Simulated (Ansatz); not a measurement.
# C₃H₅FSi: how energies converge with the basis set

The task here is to estimate one member of a computed series from the others.

Method: one geometry, several basis sets; program: Ansatz 0.2.0, Gaussian basis.

The runs, in order: PBE0-D4/def2-SVP; ωB97M-V/def2-SVP; PBE0-D4/def2-QZVPP; ωB97M-V/def2-QZVPP; the functionals' def2-TZVPP values are taken from earlier runs.

## The relaxed structure

An earlier PBE0-D4 in a triple-zeta def2 set relaxation fixed the geometry.

SMILES `C#CC[SiH2]F`, 10 atoms, charge 0, spin multiplicity 1.

Atoms are counted from 1 here; the program's logs count them from 0.

Bond lengths: C1–C2 1.201 Å, C1–H6 1.064 Å, C2–C3 1.446 Å, C3–Si4 1.878 Å, C3–H7 1.095 Å, C3–H8 1.095 Å, Si4–F5 1.602 Å, Si4–H9 1.480 Å, Si4–H10 1.480 Å. Angles: C2–C1–H6 178.5°, C1–C2–C3 175.9°, C2–C3–Si4 107.6°, C2–C3–H7 111.2°, C2–C3–H8 111.2°, Si4–C3–H7 109.7°, Si4–C3–H8 109.7°, H7–C3–H8 107.6°, C3–Si4–F5 108.7°, C3–Si4–H9 110.2°, C3–Si4–H10 110.2°, F5–Si4–H9 108.1°, F5–Si4–H10 108.1°, H9–Si4–H10 111.4°.

The first run:

in.yaml reads:

```yaml
crystal:
  periodic: [false, false, false]
  atoms:
    - {symbol: C, position_ang: [-1.155427, 1.137553, 1.677943]}
    - {symbol: C, position_ang: [-0.376139, 0.371532, 1.178624]}
    - {symbol: C, position_ang: [0.528806, -0.517840, 0.485422]}
    - {symbol: Si, position_ang: [0.272710, -0.263457, -1.357508]}
    - {symbol: F, position_ang: [1.265327, -1.238116, -2.152767]}
    - {symbol: H, position_ang: [-1.837117, 1.807639, 2.145564]}
    - {symbol: H, position_ang: [0.331423, -1.562793, 0.744475]}
    - {symbol: H, position_ang: [1.570039, -0.303830, 0.746240]}
    - {symbol: H, position_ang: [-1.115661, -0.613116, -1.733856]}
    - {symbol: H, position_ang: [0.599138, 1.131227, -1.731337]}
basis:
  gaussian: {orbitals: def2-SVP}
hamiltonian: {xc: pbe0, dispersion: d4}
output: {orbitals: {seedname: orbitals}}
```

Among the steps run: PBE0-D4 in def2-SVP; ωB97M-V in def2-SVP; PBE0-D4 in def2-QZVPP; ωB97M-V in def2-QZVPP.

One of the session's tables, all rows but one given; the rest of the session is left out.

It belongs to the step «Density functionals: the series». 

```
functional       basis  HOMO (eV)  LUMO (eV)
   PBE0-D4    def2-SVP      -7.68       0.61
   PBE0-D4  def2-TZVPP          ?          ?
   PBE0-D4  def2-QZVPP      -7.75       0.06
   ωB97M-V    def2-SVP      -9.88       2.65
   ωB97M-V  def2-TZVPP      -9.95       2.00
   ωB97M-V  def2-QZVPP      -9.96       1.57
```

Q: Estimate the row for PBE0-D4, def2-TZVPP from the others.

The run gave: HOMO (eV): -7.73; LUMO (eV): 0.20. In the column «HOMO (eV)» it lies between PBE0-D4, def2-QZVPP (-7.75) and PBE0-D4, def2-SVP (-7.68).
